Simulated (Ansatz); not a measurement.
# LaH3O3: the cost of one run

Computed with Ansatz 0.2.0 (DFT, PBE, plane-wave PAW, default files, scalar-relativistic, as far as a step names no other, unless a step's input says otherwise).

## 1. Starting point

Symmetry: Pm, No. 6, monoclinic system. Conventional cell: a = 6.617 Å, b = 3.832 Å, c = 6.665 Å, α = 90.00°, β = 119.33°, γ = 90.00°. Around La (site symmetry m) lie 9 O at 2.57 to 2.64 Å. Around La (site symmetry m) lie 9 O at 2.56 to 2.68 Å. H (site symmetry m) is surrounded by 1 O at 0.97 Å. H (site symmetry m) has 1 O at 0.98 Å as nearest neighbours. Only part of the 14 independent sites is listed.

Cell or atoms stand a little off a more symmetric structure (P6_3/m at a tolerance of 0.3 Å), so results at this geometry aren't those of that ideal crystal.

As a file:

```cif
data_structure
_symmetry_space_group_name_H-M 'P 1'
_symmetry_Int_Tables_number 1
_cell_length_a 6.6168
_cell_length_b 3.8322
_cell_length_c 6.6647
_cell_angle_alpha 90.000
_cell_angle_beta 119.333
_cell_angle_gamma 90.000
_cell_volume 147.33
loop_
_atom_site_label
_atom_site_type_symbol
_atom_site_fract_x
_atom_site_fract_y
_atom_site_fract_z
_atom_site_occupancy
La1 La 0.33371 0.00000 0.66437 1
La2 La 0.66089 0.50000 0.32439 1
H1 H 0.86183 0.00000 0.14303 1
H2 H 0.85739 0.00000 0.69293 1
H3 H 0.28125 0.00000 0.13828 1
H4 H 0.13360 0.50000 0.85131 1
H5 H 0.14177 0.50000 0.28507 1
H6 H 0.72061 0.50000 0.85912 1
O1 O 0.91147 0.00000 0.30691 1
O2 O 0.69057 0.00000 0.59286 1
O3 O 0.39210 0.00000 0.08166 1
O4 O 0.08815 0.50000 0.68855 1
O5 O 0.30773 0.50000 0.39427 1
O6 O 0.60387 0.50000 0.90822 1
```

## 2. Single point at the given positions

Contents of input.yaml:

```yaml
crystal:
  lattice:
    - [6.616844, 0.0, 0.0]
    - [0.0, 3.832232, 0.0]
    - [-3.264868, 0.0, 5.810183]
  atoms:
    - { symbol: La, position: [0.33371, 0.0, 0.664373] }
    - { symbol: La, position: [0.660889, 0.5, 0.324394] }
    - { symbol: H, position: [0.861833, 0.0, 0.143029] }
    - { symbol: H, position: [0.857393, 0.0, 0.692933] }
    - { symbol: H, position: [0.281245, 0.0, 0.138275] }
    - { symbol: H, position: [0.133604, 0.5, 0.851309] }
    - { symbol: H, position: [0.141773, 0.5, 0.285069] }
    - { symbol: H, position: [0.720607, 0.5, 0.859121] }
    - { symbol: O, position: [0.911472, 0.0, 0.306907] }
    - { symbol: O, position: [0.690569, 0.0, 0.592856] }
    - { symbol: O, position: [0.392099, 0.0, 0.081663] }
    - { symbol: O, position: [0.088153, 0.5, 0.688549] }
    - { symbol: O, position: [0.307728, 0.5, 0.39427] }
    - { symbol: O, position: [0.603868, 0.5, 0.908217] }
kpoints:
  mp_grid: { grid: [4, 6, 4] }
scf:
  occupations: { method: fermi_dirac, width: 0.02 }
hamiltonian:
  xc: pbe
  pseudopotentials: { kind: paw }
output:
  forces: true
  stress: true
  populations: true
  efg:
    quadrupole_moments_barn: { La: 0.206, H: 0.00285783, O: -0.02558 }
    contact_densities: true
  write_density: true
  write_potential: true
  elf: true
  volumetric_format: npy
```

On the command line:

```sh
$ ansatz run input.yaml --threads 1 --pin off --max-ram 2560MiB --backend cpu --events-out ev --progress --plain --runs-dir out
```

**Question.** How long does this run take on 1 thread of Arm Neoverse V1, shared host, and how much memory does it need?

About 46 s, with a peak of 0.5 GiB.
